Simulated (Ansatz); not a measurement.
**CH2BNO: basis-set convergence**

Aim: see how fast density functionals converge with the basis set for CH2BNO.

The runs use Ansatz 0.2.0, Gaussian basis; one geometry, several basis sets.

Plan: PBE0-D4/def2-SVP; ωB97M-V/def2-SVP; PBE0-D4/def2-QZVPP; ωB97M-V/def2-QZVPP; the functionals' def2-TZVPP values are taken from earlier runs.

## 1. Structure used throughout

The geometry comes from an earlier relaxation with PBE0-D4 in a triple-zeta def2 set; it is a stationary point.

6 atoms, charge 0, spin multiplicity 1.

Atoms are counted from 1 here; the program's logs count them from 0.

Bond lengths: B1–N2 1.483 Å, B1–C3 1.734 Å, B1–O4 1.430 Å, B1–H5 1.187 Å, N2–C3 1.277 Å, C3–O4 1.395 Å, C3–H6 1.092 Å. Angles: N2–B1–C3 46.0°, N2–B1–O4 96.3°, N2–B1–H5 135.2°, C3–B1–O4 51.2°, C3–B1–H5 163.7°, O4–B1–H5 127.4°, B1–N2–C3 77.4°, B1–C3–N2 56.6°, B1–C3–O4 53.1°, B1–C3–H6 163.7°, N2–C3–O4 108.5°, N2–C3–H6 132.3°, O4–C3–H6 119.0°, B1–O4–C3 75.7°.

## 2. PBE0-D4 in def2-SVP

Contents of in.yaml:

```yaml
crystal:
  periodic: [false, false, false]
  atoms:
    - {symbol: B, position_ang: [0.436887, 0.509462, -0.582586]}
    - {symbol: N, position_ang: [-0.788590, 0.749471, 0.216929]}
    - {symbol: C, position_ang: [-0.518020, -0.470444, 0.482552]}
    - {symbol: O, position_ang: [0.463434, -0.909578, -0.405753]}
    - {symbol: H, position_ang: [1.290740, 1.194387, -1.041461]}
    - {symbol: H, position_ang: [-0.842350, -1.137297, 1.284119]}
basis:
  gaussian: {orbitals: def2-SVP}
hamiltonian: {xc: pbe0, dispersion: d4}
output: {orbitals: {seedname: orbitals}}
```

The run is started by

```bash
ansatz run in.yaml --threads 2 --pin off --events-out ev --progress --plain --max-ram 4352MiB
```

What it wrote:

```text
Functional definition: PBE0
  name "PBE0"
  cite "Adamo & Barone, J. Chem. Phys. 110, 6158 (1999) doi:10.1063/1.478522"
  cite "Perdew, Burke & Ernzerhof, Phys. Rev. Lett. 77, 3865 (1996) doi:10.1103/PhysRevLett.77.3865"
  parent pbe
  parameter a = 0.25
  parameter kappa = 0.804
  parameter beta = 0.06672455060314922
  exchange = (1 - a)*pbe_x(kappa = kappa, mu = beta*pi^2/3) + a*exact_x
  correlation = pbe_c(beta = beta)
743 factors; their error is unknown
mean field evaluation 1: about -5267.9031 eV, gradient 4.6e1 eV
mean field evaluation 2: about -5264.0588 eV, gradient 6.2e1 eV
mean field evaluation 4: about -5271.9904 eV, gradient 4.1e0 eV
mean field evaluation 8: about -5272.0181 eV, gradient 2.2e-1 eV
mean field evaluation 16: about -5272.0176 eV, gradient 8.0e-5 eV
mean field -5272.01762956 eV, -193.7430743846 hartree, gradient 8.0e-5 eV, S^2 0.000000; 0 other end points of the search recorded, 0 dependent functions left out
reference -5272.01764956 eV, -193.7430751193 hartree; 14, 14 occupied and 52, 52 virtual orbitals, 743 factors
Total energy: -5272.08727917 eV, -193.7456339606 hartree
```

Wall time 0.55 s (2 threads of Arm Neoverse V2, shared host).

## 3. ωB97M-V in def2-SVP

in.yaml: that of step 2 with these lines changed.

```diff
@@ -11,3 +11,3 @@
   gaussian: {orbitals: def2-SVP}
-hamiltonian: {xc: pbe0, dispersion: d4}
+hamiltonian: {xc: {name: wB97M-V}}
 output: {orbitals: {seedname: orbitals}}
```

Same command.

What it wrote, shortened:

```text
Functional definition: wB97M-V
  name "wB97M-V"
  cite "Mardirossian & Head-Gordon, J. Chem. Phys. 144, 214110 (2016) doi:10.1063/1.4952647"
  cite "Becke, J. Chem. Phys. 107, 8554 (1997) doi:10.1063/1.475007"
  cite "Vydrov & Van Voorhis, J. Chem. Phys. 133, 244103 (2010) doi:10.1063/1.3521275"
  # Of w^i u^j: cxij and so on, Table III.
[...]
  gx(w, u) = 1 - cx + cx01*u + cx10*w
  gss(w, u) = css00 + css04*u^4 + css10*w + css20*w^2 + css43*w^4*u^3
  gos(w, u) = cos00 + cos10*w + (cos20 + cos21*u)*w^2 + (cos60 + cos61*u)*w^6
[...]
      + integral(e_c_pw_mod_opposite_spin*gos(b97_w_opposite, b97_u_opposite)) + vv10(b, c)
743 factors; their error is unknown
168 factors; integrals over basis functions are off by at most 1.2e-5 eV
[...]
mean field -5276.35291384 eV, -193.9023931432 hartree, gradient 5.4e-5 eV, S^2 0.000000; 0 other end points of the search recorded, 0 dependent functions left out
reference -5276.35294504 eV, -193.9023942896 hartree; 14, 14 occupied and 52, 52 virtual orbitals, 743 factors
Total energy: -5276.35294504 eV, -193.9023942896 hartree
```

Run time: 2.1 s. Hardware: 2 threads of Arm Neoverse V2, shared host.

## 4. PBE0-D4 in def2-QZVPP

in.yaml: that of step 3 with these lines changed.

```diff
@@ -10,4 +10,4 @@
 basis:
-  gaussian: {orbitals: def2-SVP}
-hamiltonian: {xc: {name: wB97M-V}}
+  gaussian: {orbitals: "def2-QZVPP.json"}
+hamiltonian: {xc: pbe0, dispersion: d4}
 output: {orbitals: {seedname: orbitals}}
```

Launched as before.

What it wrote:

```text
Functional definition: PBE0
  name "PBE0"
  cite "Adamo & Barone, J. Chem. Phys. 110, 6158 (1999) doi:10.1063/1.478522"
  cite "Perdew, Burke & Ernzerhof, Phys. Rev. Lett. 77, 3865 (1996) doi:10.1103/PhysRevLett.77.3865"
  parent pbe
  parameter a = 0.25
  parameter kappa = 0.804
  parameter beta = 0.06672455060314922
  exchange = (1 - a)*pbe_x(kappa = kappa, mu = beta*pi^2/3) + a*exact_x
  correlation = pbe_c(beta = beta)
841 factors; their error is unknown
mean field evaluation 1: about -5272.7693 eV, gradient 5.5e1 eV
mean field evaluation 2: about -5267.5555 eV, gradient 7.3e1 eV
mean field evaluation 4: about -5278.3245 eV, gradient 6.1e0 eV
mean field evaluation 8: about -5278.3886 eV, gradient 3.6e-1 eV
mean field -5278.38866736 eV, -193.9772057051 hartree, gradient 4.3e-5 eV, S^2 0.000000; 0 other end points of the search recorded, 0 dependent functions left out
reference -5278.38869739 eV, -193.9772068087 hartree; 14, 14 occupied and 274, 274 virtual orbitals, 841 factors
Total energy: -5278.45832701 eV, -193.9797656499 hartree
```

It took 2.8 s on 2 threads of Arm Neoverse V2, shared host; peak memory 0.62 GiB.

## 5. ωB97M-V in def2-QZVPP

in.yaml: that of step 4 with these lines changed.

```diff
@@ -11,3 +11,3 @@
   gaussian: {orbitals: "def2-QZVPP.json"}
-hamiltonian: {xc: pbe0, dispersion: d4}
+hamiltonian: {xc: {name: wB97M-V}}
 output: {orbitals: {seedname: orbitals}}
```

The command is unchanged.

What it wrote, shortened:

```text
Functional definition: wB97M-V
  name "wB97M-V"
  cite "Mardirossian & Head-Gordon, J. Chem. Phys. 144, 214110 (2016) doi:10.1063/1.4952647"
  cite "Becke, J. Chem. Phys. 107, 8554 (1997) doi:10.1063/1.475007"
  cite "Vydrov & Van Voorhis, J. Chem. Phys. 133, 244103 (2010) doi:10.1063/1.3521275"
  # Of w^i u^j: cxij and so on, Table III.
[...]
  gx(w, u) = 1 - cx + cx01*u + cx10*w
  gss(w, u) = css00 + css04*u^4 + css10*w + css20*w^2 + css43*w^4*u^3
  gos(w, u) = cos00 + cos10*w + (cos20 + cos21*u)*w^2 + (cos60 + cos61*u)*w^6
[...]
      + integral(e_c_pw_mod_opposite_spin*gos(b97_w_opposite, b97_u_opposite)) + vv10(b, c)
841 factors; their error is unknown
231 factors; integrals over basis functions are off by at most 8.9e-6 eV
[...]
mean field -5282.89737148 eV, -194.1428975253 hartree, gradient 4.8e-5 eV, S^2 0.000000; 0 other end points of the search recorded, 0 dependent functions left out
reference -5282.89742071 eV, -194.1428993345 hartree; 14, 14 occupied and 274, 274 virtual orbitals, 841 factors
Total energy: -5282.89742071 eV, -194.1428993345 hartree
```

It took 8 s on 2 threads of Arm Neoverse V2, shared host; peak memory 0.77 GiB.

## 6. Density functionals: the series

The def2-TZVPP values come from earlier runs at the same geometry.

```csv
functional,basis,functions,energy (eV),from the largest (eV),HOMO (eV),LUMO (eV)
PBE0-D4,def2-SVP,66,-5272.0873,6.371,-8.02,-1.79
PBE0-D4,def2-TZVPP,152,-5278.1607,0.298,-8.16,-1.86
PBE0-D4,def2-QZVPP,288,-5278.4583,0.000,-8.19,-1.90
ωB97M-V,def2-SVP,66,-5276.3529,6.544,-10.37,0.45
ωB97M-V,def2-TZVPP,152,-5282.6192,0.278,-10.53,0.29
ωB97M-V,def2-QZVPP,288,-5282.8974,0.000,-10.56,0.21
```

## 7. Outcome

```
                                       quantity          value
PBE0-D4: double and triple zeta above quadruple  6.37, 0.30 eV
ωB97M-V: double and triple zeta above quadruple  6.54, 0.28 eV
```

For PBE0-D4 the step from double to triple zeta gains 6.07 eV and the next only 0.30 eV. Total energies overstate the basis error of differences, where much of it tends to cancel.

For PBE0-D4 the largest set took about 5 times as long as the smallest (2.8 s against 0.55 s).
